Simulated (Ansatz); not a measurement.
# Hafnium tetrachloride (HfCl₄): one species, many methods

An exercise on one series of results from a longer session: the logs are not shown, and one member is left open.

Computed with Ansatz 0.2.0, Gaussian basis. Level: functionals in def2-TZVPP, the program's frozen cores in correlated methods.

Levels to be run: LDA (SPW92), PBE-D4, revPBE-D4, BLYP-D4, r2SCAN-D4, B97M-V, PBE0-D4, B3LYP-D4, r2SCANh-D4, r2SCAN0-D4, HSE06-D4, BHLYP-D4, CAM-B3LYP-D4, LC-ωPBE, ωB97X-V, ωB97M-V, B2PLYP, PBE-QIDH; CCSD(T)/def2-SVP; CCSD(T)/def2-TZVPP; MP2/def2-QZVPP; extrapolation to the limit; RPA on PBE.

### Structure used throughout

The geometry comes from an earlier relaxation with PBE0-D4 in a triple-zeta def2 set; it is a stationary point. Hf takes the def2 core potential; no spin-orbit term is included.

SMILES `[Cl][Hf]([Cl])([Cl])[Cl]`, 5 atoms, charge 0, spin multiplicity 1.

Atoms are counted from 1 here; the program's logs count them from 0.

Bond lengths: Cl1–Hf2 2.318 Å, Hf2–Cl3 2.318 Å, Hf2–Cl4 2.318 Å, Hf2–Cl5 2.318 Å. Angles: Cl1–Hf2–Cl3 109.5°, Cl1–Hf2–Cl4 109.5°, Cl1–Hf2–Cl5 109.5°, Cl3–Hf2–Cl4 109.5°, Cl3–Hf2–Cl5 109.5°, Cl4–Hf2–Cl5 109.5°.

The first run:

File in.yaml:

```yaml
crystal:
  periodic: [false, false, false]
  atoms:
    - {symbol: Cl, position_ang: [-0.032837, -0.237833, 2.298442]}
    - {symbol: Hf, position_ang: [0.009956, -0.014728, -0.008269]}
    - {symbol: Cl, position_ang: [1.521601, -1.527057, -0.902855]}
    - {symbol: Cl, position_ang: [-2.102447, -0.435455, -0.864587]}
    - {symbol: Cl, position_ang: [0.653627, 2.141472, -0.564132]}
basis:
  gaussian: {orbitals: def2-TZVPP}
hamiltonian: {xc: lda}
output: {orbitals: {seedname: orbitals}}
```

Command:

```bash
> ansatz run in.yaml --threads 4 --pin off --events-out ev --progress --plain --max-ram 10444MiB
```

Steps of the session up to this table: LDA; PBE-D4 (GGA); revPBE-D4 (GGA); BLYP-D4 (GGA); r2SCAN-D4 (meta-GGA); B97M-V (meta-GGA); B3LYP-D4 (hybrid); r2SCANh-D4 (hybrid); r2SCAN0-D4 (hybrid); HSE06-D4 (hybrid); BHLYP-D4 (hybrid); CAM-B3LYP-D4 (range-separated); LC-ωPBE (range-separated); ωB97X-V (range-separated); ωB97M-V (range-separated); B2PLYP (double hybrid); PBE-QIDH (double hybrid).

One table of the session follows, with a row left open; its other results are not shown here.

It belongs to the step «Orbital energies across the functionals». 

| functional | HOMO (eV) | LUMO (eV) | gap (eV) |
| --- | --- | --- | --- |
| LDA (SPW92) | -8.47 | -3.16 | 5.31 |
| PBE-D4 | ? | ? | ? |
| revPBE-D4 | -8.25 | -2.82 | 5.43 |
| BLYP-D4 | -8.12 | -2.75 | 5.37 |
| r2SCAN-D4 | -8.71 | -2.77 | 5.94 |
| B97M-V | -8.78 | -2.67 | 6.11 |
| PBE0-D4 | -9.71 | -2.11 | 7.60 |
| B3LYP-D4 | -9.41 | -2.29 | 7.12 |
| r2SCANh-D4 | -9.22 | -2.47 | 6.75 |
| r2SCAN0-D4 | -9.98 | -2.01 | 7.97 |
| HSE06-D4 | -9.31 | -2.49 | 6.82 |
| BHLYP-D4 | -10.94 | -1.10 | 9.84 |
| CAM-B3LYP-D4 | -11.04 | -0.99 | 10.05 |
| LC-ωPBE | -12.51 | 0.12 | 12.63 |
| ωB97X-V | -12.10 | 0.06 | 12.17 |
| ωB97M-V | -11.92 | 0.03 | 11.94 |

Estimate the missing values for PBE-D4.

The run gave: HOMO (eV): -8.31; LUMO (eV): -2.91; gap (eV): 5.40. In the column «HOMO (eV)» it lies between LDA (SPW92) (-8.47) and revPBE-D4 (-8.25).
